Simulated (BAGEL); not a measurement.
# UHF/def2-SVPD (density fitting with qzvpp-jkfit) run of BH2SO2 (SMILES OB(O)[S])

What is the vertical ionisation energy of BH2SO2 at UHF/def2-SVPD (density fitting with qzvpp-jkfit)? 

Program for the calculation: BAGEL 1.2.2.

**1. The system as given**

The species is BH2SO2 (6 atoms), meant as a doublet with charge 0. SMILES: `OB(O)[S]`. The shape is that of a PBE0-D4/def2-TZVP optimisation. This is one conformer, not always the lowest.

Bond lengths: O1–B2 1.365 Å, B2–O3 1.355 Å, B2–S4 1.820 Å, O1–H5 0.959 Å, O3–H6 0.962 Å. Angles: O1–B2–O3 119.9°, O1–B2–S4 121.8°, O3–B2–S4 118.3°, B2–O1–H5 115.3°, B2–O3–H6 112.1°.

**2. A single-point energy at UHF/def2-SVPD (density fitting with qzvpp-jkfit)**

The input, input.json:

```json
{ "bagel" : [

{
  "title" : "molecule",
  "basis" : "def2-svpd.json",
  "df_basis" : "qzvpp-jkfit",
  "angstrom" : true,
  "geometry" : [
    { "atom" : "O", "xyz" : [    0.166800,    1.048300,   -0.381600 ] },
    { "atom" : "B", "xyz" : [   -0.131800,   -0.234300,   -0.021200 ] },
    { "atom" : "O", "xyz" : [    0.605100,   -0.858600,    0.929400 ] },
    { "atom" : "S", "xyz" : [   -1.507300,   -1.149900,   -0.785000 ] },
    { "atom" : "H", "xyz" : [   -0.396500,    1.425800,   -1.059600 ] },
    { "atom" : "H", "xyz" : [    1.306000,   -0.295400,    1.271800 ] }
  ]
},
{ "title" : "uhf", "nopen" : 1 },
{ "title" : "print", "file" : "orbitals.molden", "orbitals" : true }

]}
```

The basis set def2-SVPD is read from a file made from the Basis Set Exchange's data (not shown).

Command:

```bash
BAGEL_NUM_THREADS=1 BAGEL input.json > input.out
```

Standard output:

```text
* using 1 threads per process

  ===============================================================
  ===============================================================

  *** Geometry ***

  { "atom" : "O", "xyz" : [      0.315206,      1.981000,     -0.721119 ] },
  { "atom" : "B", "xyz" : [     -0.249066,     -0.442763,     -0.040062 ] },
  { "atom" : "O", "xyz" : [      1.143473,     -1.622519,      1.756311 ] },
  { "atom" : "S", "xyz" : [     -2.848384,     -2.172996,     -1.483435 ] },
  { "atom" : "H", "xyz" : [     -0.749276,      2.694372,     -2.002354 ] },
  { "atom" : "H", "xyz" : [      2.467982,     -0.558225,      2.403354 ] },

  Number of auxiliary basis functions:      393

  Since a DF basis is specified, we compute 2- and 3-index integrals:
    o Being stored without compression. Storage requirement is 0.037 GB

  Number of basis functions:      109
  Number of electrons      :       39

    * METHOD: MOLECULE                             0.17

  *** Open-shell HF ***

  === Nuclear Repulsion ===
   137.8935315826

      * DIIS with orbital gradients will be used.

  === UHF iteration (def2-svpd.json) ===
      0       -572.66678483          0.04550800           0.12
      1       -572.86474233          0.03362815           0.12
      2       -572.93792862          0.01973412           0.12
      3       -572.98491014          0.00122128           0.13
      4       -572.98528722          0.00026775           0.12
      5       -572.98530829          0.00007628           0.12
      6       -572.98531247          0.00002577           0.12
      7       -572.98531307          0.00001351           0.12
      8       -572.98531325          0.00000489           0.12
      9       -572.98531332          0.00000250           0.12
     10       -572.98531333          0.00000152           0.11
     11       -572.98531333          0.00000090           0.12
     12       -572.98531334          0.00000055           0.12
     13       -572.98531334          0.00000030           0.12
     14       -572.98531334          0.00000016           0.13
     15       -572.98531334          0.00000009           0.12
     16       -572.98531334          0.00000004           0.12
     17       -572.98531334          0.00000002           0.12
     18       -572.98531334          0.00000001           0.11
    * SCF iteration converged.

    * S^2 (UHF) is 0.7607

    * Permanent dipole moment:
           (   -0.189871,    -0.678348,     0.162450) a.u.

    * METHOD: UHF                                  2.45

    * METHOD: PRINT                                0.03

  ===============================================================
```

It took 2.8 s on 1 thread of Arm Neoverse V1, shared host; peak memory 0.12 GiB.

**3. The singlet cation, same level**

The input, job.json:

```json
{ "bagel" : [

{
  "title" : "molecule",
  "basis" : "def2-svpd.json",
  "df_basis" : "qzvpp-jkfit",
  "angstrom" : "true",
  "geometry" : [
    { "atom" : "O", "xyz" : [    0.166800,    1.048300,   -0.381600 ] },
    { "atom" : "B", "xyz" : [   -0.131800,   -0.234300,   -0.021200 ] },
    { "atom" : "O", "xyz" : [    0.605100,   -0.858600,    0.929400 ] },
    { "atom" : "S", "xyz" : [   -1.507300,   -1.149900,   -0.785000 ] },
    { "atom" : "H", "xyz" : [   -0.396500,    1.425800,   -1.059600 ] },
    { "atom" : "H", "xyz" : [    1.306000,   -0.295400,    1.271800 ] }
  ]
},
{ "title" : "hf", "charge" : 1 },
{ "title" : "print", "file" : "orbitals.molden", "orbitals" : "true" }

]}
```

The basis set def2-SVPD is read from a file made from the Basis Set Exchange's data (not shown).

Command:

```bash
BAGEL_NUM_THREADS=1 BAGEL job.json > job.out
```

Standard output:

```text
* using 1 threads per process

  ===============================================================
  ===============================================================

  *** Geometry ***

  { "atom" : "O", "xyz" : [      0.315206,      1.981000,     -0.721119 ] },
  { "atom" : "B", "xyz" : [     -0.249066,     -0.442763,     -0.040062 ] },
  { "atom" : "O", "xyz" : [      1.143473,     -1.622519,      1.756311 ] },
  { "atom" : "S", "xyz" : [     -2.848384,     -2.172996,     -1.483435 ] },
  { "atom" : "H", "xyz" : [     -0.749276,      2.694372,     -2.002354 ] },
  { "atom" : "H", "xyz" : [      2.467982,     -0.558225,      2.403354 ] },

  Number of auxiliary basis functions:      393

  Since a DF basis is specified, we compute 2- and 3-index integrals:
    o Being stored without compression. Storage requirement is 0.037 GB

  Number of basis functions:      109
  Number of electrons      :       39

    * METHOD: MOLECULE                             0.17

  *** RHF ***

  === Nuclear Repulsion ===
   137.8935315826

      * DIIS with orbital gradients will be used.

  === RHF iteration (def2-svpd.json) ===
      0       -572.21569724          0.02448695           0.06
      1       -572.38926853          0.02052598           0.06
      2       -572.56770147          0.00204379           0.05
      3       -572.57121606          0.00094430           0.06
      4       -572.57179414          0.00028263           0.06
      5       -572.57189468          0.00008772           0.06
      6       -572.57190650          0.00003097           0.06
      7       -572.57190777          0.00000927           0.06
      8       -572.57190788          0.00000501           0.06
      9       -572.57190790          0.00000257           0.06
     10       -572.57190792          0.00000161           0.06
     11       -572.57190793          0.00000110           0.06
     12       -572.57190793          0.00000053           0.06
     13       -572.57190793          0.00000018           0.05
     14       -572.57190793          0.00000007           0.06
     15       -572.57190793          0.00000004           0.06
     16       -572.57190793          0.00000001           0.06
     17       -572.57190793          0.00000001           0.06
    * SCF iteration converged.

    * Permanent dipole moment:
           (    1.087500,     0.137530,     0.888519) a.u.

    * METHOD: HF                                   1.19

    * METHOD: PRINT                                0.03

  ===============================================================
```

Run time: 1.5 s. Hardware: 1 thread of Arm Neoverse V1, shared host; peak memory 0.12 GiB.

**4. Outcome**

At UHF/def2-SVPD (density fitting with qzvpp-jkfit):

```
                                          quantity          value
                      doublet BH2SO2: total energy  -572.98531 Eh
                     doublet BH2SO2: dipole moment         1.84 D
                              doublet BH2SO2: ⟨S²⟩          0.761
                      singlet cation: total energy  -572.57191 Eh
                       singlet cation: HOMO energy      -19.35 eV
                       singlet cation: LUMO energy      -10.01 eV
                     singlet cation: HOMO–LUMO gap        9.34 eV
vertical ionisation energy (to the singlet cation)      11.249 eV
```

What this shows: Removing an electron at fixed nuclei costs 11.25 eV (259 kcal/mol). Only the singlet of the ionised species was computed; a triplet could lie lower.
